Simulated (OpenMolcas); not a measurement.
# As2 (SMILES [As]#[As]): TPSSh/ANO-RCC-VTZP (sfX2C)

What is the vertical ionisation energy of As2 at TPSSh/ANO-RCC-VTZP (sfX2C)? 

The results are computed with OpenMolcas 26.06.

## 1. The structure to begin with

As2: 2 atoms, total charge 0, spin state singlet. As SMILES, `[As]#[As]`. The coordinates come from a PBE0-D4/def2-TZVP relaxation.

Bond lengths: As1–As2 2.089 Å.

## 2. A single-point energy at TPSSh/ANO-RCC-VTZP (sfX2C)

Input file job.inp:

```
&gateway
 coord
 2
 bohr
 As     0.00000000     0.00000000     0.00468652
 As     0.00000000     0.00000000     3.95234329
 basis
 ANO-RCC-VTZP
 group
 NoSym
 rx2c

&seward
 expert

&scf
 ksdft
 HYB_MGGA_XC_TPSSH
 prorbitals
 1 1
```

On the command line:

```
$ export MOLCAS_MEM=1860
$ pymolcas job.inp > job.log
```

The log of the run:

```text
--- Start Module: gateway ---
[...]
--- Stop Module: gateway /rc=_RC_ALL_IS_WELL_ ---
--- Start Module: seward ---
[...]
 ###    WARNING:  EXPERT option is ON!                                       ###
 ###############################################################################
               SEWARD will generate:
[...]
      Basis functions           86
--- Stop Module: seward /rc=_RC_ALL_IS_WELL_ ---
[...]
--- Start Module: scf ---
[...]
       Convergence after   9 Iterations
[...]
::    Total KS-DFT energy                           -4521.4824687817
[...]
      Total spin, S                                     0.0000000000
[...]
      Total electronic charge=   66.000000
      Total            charge=   -0.000000
[...]
      Dipole Moment (debye):
      Origin of the operator (angstrom)=    0.0000    0.0000    1.0470
                   X=  9.7369E-13               Y=  2.6118E-13               Z= -1.4300E-08           Total=  1.4300E-08
      Quadrupole Moment (debye*angstrom):
[...]
--- Stop Module: scf /rc=_RC_ALL_IS_WELL_ ---
[...]
```

Wall time 13 s (1 thread of Arm Neoverse V2, shared host); peak memory 0.52 GiB.

## 3. The doublet cation at the same level

Input file job.input:

```
* As2 Kohn-Sham DFT
>>> EXPORT MOLCAS_PRINT=2

&GATEWAY
  Coord
  2
  bohr
  As     0.00000000     0.00000000     0.00468652
  As     0.00000000     0.00000000     3.95234329
  Basis=ANO-RCC-VTZP
  Group=NoSym
  RX2C

&SEWARD
  Expert

&SCF
  UHF
  Charge=1
  Spin=2
  KSDFT=HYB_MGGA_XC_TPSSH
  PrOrbitals=1 1
```

On the command line:

```
$ export MOLCAS_MEM=1860
$ pymolcas job.input > job.log
```

The log of the run:

```text
--- Start Module: gateway ---
[...]
--- Stop Module: gateway /rc=_RC_ALL_IS_WELL_ ---
--- Start Module: seward ---
[...]
 ###    WARNING:  EXPERT option is ON!                                       ###
 ###############################################################################
               SEWARD will generate:
[...]
      Basis functions           86
--- Stop Module: seward /rc=_RC_ALL_IS_WELL_ ---
[...]
--- Start Module: scf ---
[...]
       Convergence after  22 Iterations
[...]
::    Total KS-DFT energy                           -4521.1260944087
[...]
      Total spin, S                                     0.5013357805
[...]
      Total electronic charge=   65.000000
      Total            charge=    1.000000
[...]
      Dipole Moment (debye):
      Origin of the operator (angstrom)=    0.0000    0.0000    1.0470
                   X=  2.2217E-12               Y=  1.3577E-13               Z= -6.2448E-08           Total=  6.2448E-08
      Center of Charge (angstrom)
[...]
--- Stop Module: scf /rc=_RC_ALL_IS_WELL_ ---
[...]
```

Wall time 22 s (1 thread of Arm Neoverse V2, shared host); peak memory 0.52 GiB.

## 4. What came out

Level: TPSSh/ANO-RCC-VTZP (sfX2C).

```
                                          quantity           value
                         singlet As2: total energy  -4521.48247 Eh
                        singlet As2: dipole moment          0.00 D
                          singlet As2: HOMO energy        -6.97 eV
                          singlet As2: LUMO energy        -3.07 eV
                        singlet As2: HOMO–LUMO gap         3.90 eV
                      doublet cation: total energy  -4521.12609 Eh
doublet cation: HOMO energy (highest over α and β)       -13.55 eV
 doublet cation: LUMO energy (lowest over α and β)       -12.44 eV
                              doublet cation: ⟨S²⟩           0.753
vertical ionisation energy (to the doublet cation)        9.697 eV
```

**Reading.** This program's gradients are faulty for this kind of reference, so any forces in the log (doublet cation) can't be trusted; the energy can. The vertical ionisation energy comes to 9.70 eV (224 kcal/mol). The negative HOMO energy of the first species, 6.97 eV, lies 2.73 eV below that difference.
